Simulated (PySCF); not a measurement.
# Cu²⁺, Cu³⁺: ionisation energy in cc-pVTZ-DK

Each state of copper is computed at each level; their differences give the ionisation energy. How far do the methods differ?

The numbers are computed with PySCF 2.14.0 (unrestricted determinants in a Gaussian basis, no spin-orbit coupling in the energies), except any that are marked as measured or tabulated.

4 further runs of the same task are left out: 1 that didn't finish, 3 set aside as unsound or not needed.

### 1 The atom as given

| Item | Value |
| --- | --- |
| Element | copper (Z = 29) |
| Basis | cc-pVTZ-DK |
| Hamiltonian | the spin-free X2C one-electron Hamiltonian (Gaussian nucleus) |
| State 1 | Cu²⁺: [Ar] 3d9, 2D determinant |
| State 2 | Cu³⁺: [Ar] 3d8, high-spin 3F determinant |
| Methods | UHF, BP86, r2SCAN, MP2 |
| Core shells frozen in the correlated runs | valence: [Ar] (for Cu²⁺) |

Outer shells as boxes (Hund's rule):

Cu2+ [Ar] 3d9
```
[Ar] core
3d [↑↓][↑↓][↑↓][↑↓][↑ ]
```

Cu3+ [Ar] 3d8
```
[Ar] core
3d [↑↓][↑↓][↑↓][↑ ][↑ ]
```

The runs were made by one driver on top of PySCF. The scripts below sum up each run's settings (the driver also hands on starting orbitals that pick excited configurations, and frozen orbitals as a list rather than a count), and the logs come from the driver's own runs. The driver starts from symmetry-adapted Hartree-Fock orbitals, holds the occupation by maximum overlap and uses a logarithmic radial grid for functionals, so a plain start would take other cycles.

It was started by

```sh
OMP_NUM_THREADS=1 python atomrun2.py TASK.json OUT
```

The integrals over 68 functions and the set-up took 1.6 s of CPU time.

### 2 Cu²⁺: the ladder of methods

Level: UHF.

input.py reads:

```python
from pyscf import gto, scf, dft, mp, cc
import basis_set_exchange as bse
mol = gto.M(atom="Cu 0 0 0", charge=2, spin=1, symmetry="D2h",
            basis=gto.basis.parse(bse.get_basis("cc-pVTZ-DK", elements=["Cu"], fmt="nwchem", header=False)),
            nucmod="G")
mf = scf.UHF(mol).sfx2c1e()
mf.irrep_nelec = {'Ag': (5, 4), 'B1g': (1, 1), 'B2g': (1, 1), 'B3g': (1, 1), 'B1u': (2, 2), 'B2u': (2, 2), 'B3u': (2, 2)}
mf.kernel()
```

Level: BP86.

Changes to input.py:

```diff
@@ -5,3 +5,3 @@
             nucmod="G")
-mf = scf.UHF(mol).sfx2c1e()
+mf = dft.UKS(mol, xc="B88,P86").sfx2c1e()
 mf.irrep_nelec = {'Ag': (5, 4), 'B1g': (1, 1), 'B2g': (1, 1), 'B3g': (1, 1), 'B1u': (2, 2), 'B2u': (2, 2), 'B3u': (2, 2)}
```

Level: r2SCAN.

Changes to input.py:

```diff
@@ -5,3 +5,3 @@
             nucmod="G")
-mf = dft.UKS(mol, xc="B88,P86").sfx2c1e()
+mf = dft.UKS(mol, xc="R2SCAN").sfx2c1e()
 mf.irrep_nelec = {'Ag': (5, 4), 'B1g': (1, 1), 'B2g': (1, 1), 'B3g': (1, 1), 'B1u': (2, 2), 'B2u': (2, 2), 'B3u': (2, 2)}
```

Level: MP2 (valence).

Changes to input.py:

```diff
@@ -5,4 +5,5 @@
             nucmod="G")
-mf = dft.UKS(mol, xc="R2SCAN").sfx2c1e()
+mf = scf.UHF(mol).sfx2c1e()
 mf.irrep_nelec = {'Ag': (5, 4), 'B1g': (1, 1), 'B2g': (1, 1), 'B3g': (1, 1), 'B1u': (2, 2), 'B2u': (2, 2), 'B3u': (2, 2)}
 mf.kernel()
+mp.UMP2(mf, frozen=9).kernel()
```

### 3 Cu³⁺, method by method

Level: UHF.

input.py reads:

```python
from pyscf import gto, scf, dft, mp, cc
import basis_set_exchange as bse
mol = gto.M(atom="Cu 0 0 0", charge=3, spin=2, symmetry="D2h",
            basis=gto.basis.parse(bse.get_basis("cc-pVTZ-DK", elements=["Cu"], fmt="nwchem", header=False)),
            nucmod="G")
mf = scf.UHF(mol).sfx2c1e()
mf.irrep_nelec = {'Ag': (5, 3), 'B1g': (1, 1), 'B2g': (1, 1), 'B3g': (1, 1), 'B1u': (2, 2), 'B2u': (2, 2), 'B3u': (2, 2)}
mf.kernel()
```

Level: BP86.

Changes to input.py:

```diff
@@ -5,3 +5,3 @@
             nucmod="G")
-mf = scf.UHF(mol).sfx2c1e()
+mf = dft.UKS(mol, xc="B88,P86").sfx2c1e()
 mf.irrep_nelec = {'Ag': (5, 3), 'B1g': (1, 1), 'B2g': (1, 1), 'B3g': (1, 1), 'B1u': (2, 2), 'B2u': (2, 2), 'B3u': (2, 2)}
```

Level: r2SCAN.

Changes to input.py:

```diff
@@ -5,3 +5,3 @@
             nucmod="G")
-mf = dft.UKS(mol, xc="B88,P86").sfx2c1e()
+mf = dft.UKS(mol, xc="R2SCAN").sfx2c1e()
 mf.irrep_nelec = {'Ag': (5, 3), 'B1g': (1, 1), 'B2g': (1, 1), 'B3g': (1, 1), 'B1u': (2, 2), 'B2u': (2, 2), 'B3u': (2, 2)}
```

Level: MP2 (valence).

Changes to input.py:

```diff
@@ -5,4 +5,5 @@
             nucmod="G")
-mf = dft.UKS(mol, xc="R2SCAN").sfx2c1e()
+mf = scf.UHF(mol).sfx2c1e()
 mf.irrep_nelec = {'Ag': (5, 3), 'B1g': (1, 1), 'B2g': (1, 1), 'B3g': (1, 1), 'B1u': (2, 2), 'B2u': (2, 2), 'B3u': (2, 2)}
 mf.kernel()
+mp.UMP2(mf, frozen=9).kernel()
```

**Question.** What will these runs give?

As calculated:

| quantity | value |
| --- | --- |
| ionisation energy, Cu²⁺ | UHF 34.015, MP2 (valence) 36.707 eV; reference 36.841 ± 0.012 |

What this shows: The methods span 3.429 eV, from UHF (34.015) to BP86 (37.443). The reference is uncertain or not like for like (spin-orbit coupling or other relativistic terms), so no ranking of close methods is drawn. All values hold for this basis alone; no basis-set limit was taken.
